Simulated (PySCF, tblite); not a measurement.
**C6H13ClSSi: geometry, infrared bands and NMR shifts**

Aim: predict the infrared bands and NMR shifts of C6H13ClSSi (`CC[Si@@H](Cl)SCC1CC1`).

Programs: tblite 0.8.0 and PySCF 2.14.0, with density-fitted response routines of our own. Each step states its level of theory. These are calculated values for one molecule in the gas phase, unless marked as measured. Atoms are numbered from 0 throughout.

## (1) Starting geometry

22 atoms, charge 0, multiplicity 1; geometry from: force field or distance geometry start.

Bonds of the start (Å): C0–C1 1.52, C1–Si2 1.89, Si2–Cl3 2.08, Si2–S4 2.13, S4–C5 1.81, C5–C6 1.51, C6–C7 1.52, C7–C8 1.51, C8–C6 1.53, C0–H9 1.11, C0–H10 1.10, C0–H11 1.12, C1–H12 1.09, C1–H13 1.11, Si2–H14 1.46, C5–H15 1.10, C5–H16 1.10, C6–H17 1.09, C7–H18 1.10, C7–H19 1.12, C8–H20 1.10, C8–H21 1.12.

## (2) Optimising the geometry with GFN2-xTB

Job settings and geometry (Å):

```
{"job": {"kind": "relax", "xc": "GFN2-xTB", "basis": "xTB"}, "charge": 0, "multiplicity": 1}
C     -3.745300    -0.257000     0.387500
C     -2.964700     0.949600    -0.105900
Si    -1.148000     0.513800     0.158900
Cl    -1.077500    -1.402100     0.974700
S     -0.125000     0.420400    -1.709900
C      1.402900    -0.499700    -1.399900
C      2.279600     0.321400    -0.488100
C      3.625500    -0.260000    -0.074900
C      2.464700    -0.302700     0.896100
H     -4.727300    -0.353000    -0.129600
H     -3.146900    -1.176200     0.256400
H     -3.965400    -0.070300     1.473600
H     -3.169000     1.151300    -1.157700
H     -3.185800     1.865300     0.478000
H     -0.491800     1.458700     1.060600
H      1.885200    -0.721600    -2.358700
H      1.215100    -1.464500    -0.903600
H      2.158700     1.409500    -0.494500
H      4.446500     0.439800     0.127000
H      3.860100    -1.214900    -0.603100
H      1.912500    -1.232900     1.085500
H      2.485700     0.444400     1.725200
```

Run with:

```
OMP_NUM_THREADS=1 python probes_run.py task.json out
```

The driver reads the jobs from task.json and runs them one after another.

**Question.** This job is followed by: GFN2-xTB harmonic vibrations, gas phase; GIAO PBE0/pcSseg-1 NMR shielding, non-relativistic, gas phase. What will the session give for the following? strongest single infrared mode (GFN2-xTB); zero-point energy (GFN2-xTB); ¹³C shifts against TMS (PBE0/pcSseg-1); ¹H shifts against TMS (PBE0/pcSseg-1, means over atoms taken as alike); ²⁹Si shifts against TMS (PBE0/pcSseg-1); ³⁵Cl shifts against HCl (PBE0/pcSseg-1); ³³S shifts against CS2 (PBE0/pcSseg-1).

**Answer**, as computed:

```
                                                              quantity                                                                 value
                             strongest single infrared mode (GFN2-xTB)                                                  648 cm⁻¹, 221 km/mol
                                          zero-point energy (GFN2-xTB)                                                        110.6 kcal/mol
                                ¹³C shifts against TMS (PBE0/pcSseg-1)                                   38.6, 18.0, 14.9, 9.2, 8.9, 6.5 ppm
¹H shifts against TMS (PBE0/pcSseg-1, means over atoms taken as alike)  5.98, 3.22, 2.09, 1.20, 1.04, 1.01, 0.95, 0.54, 0.52, 0.46, 0.09 ppm
                               ²⁹Si shifts against TMS (PBE0/pcSseg-1)                                                              21.0 ppm
                               ³⁵Cl shifts against HCl (PBE0/pcSseg-1)                                                                -7 ppm
                                ³³S shifts against CS2 (PBE0/pcSseg-1)                                                               -81 ppm
```

**Reading.** The optimisation took 197 steps and gained 0.743 eV; among the close pairs (by a distance rule), Si2–Cl3 changed most, from 2.084 to 2.028 Å. No mode is imaginary among the 60: a minimum at this level. The strongest single mode, at 648 cm⁻¹, moves mainly H14. GFN2-xTB is a fitted tight-binding method: band positions and strengths are rough. Its intensities can rank the bands wrongly. At PBE0/pcSseg-1: The widest tensor belongs to S4: span 226 ppm, with a paramagnetic part of -476 ppm.
